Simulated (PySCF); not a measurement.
# H4O4Sn2 (Sn2(OH)4): the cost of one run

Computed with PySCF 2.14.0 and routines of our own; the level stands in each step. Atoms count from 0.

## 1. The starting structure

10 atoms, charge 0, multiplicity 1; geometry from: GFN2-xTB.

## 2. Geometry optimisation at PBE0-D3(BJ)/def2-SVP

Job settings and geometry (Å):

```
{"job": {"xc": "PBE0", "basis": "def2-SVP", "d3": "d3bj", "grid": 1, "maxiter": 30, "shake": 0.03, "kind": "geom"}, "charge": 0, "multiplicity": 1}
Sn    -0.627920     0.150470    -1.991230
O     -0.451370    -1.796070    -1.828820
O      1.086150     0.942100    -0.816340
Sn     0.352700     1.746230     1.193970
O      0.778400     0.204260     2.421050
O     -1.529920     0.735060     0.105220
H     -0.073630    -2.204480    -1.027520
H      2.072230     0.600000    -0.896370
H      0.740820    -0.682340     2.262170
H     -2.222810     0.228020     0.582270
```

Launch:

```console
$ OMP_NUM_THREADS=1 python heavy_run.py task.json out
```

This one command runs all jobs of the session in turn.

**Question.** How long does this first job take on 1 thread of Intel Xeon Platinum 8259CL at 2.50GHz, shared host, and how much memory does it need?

About 7.1 min, with a peak of 0.55 GiB.
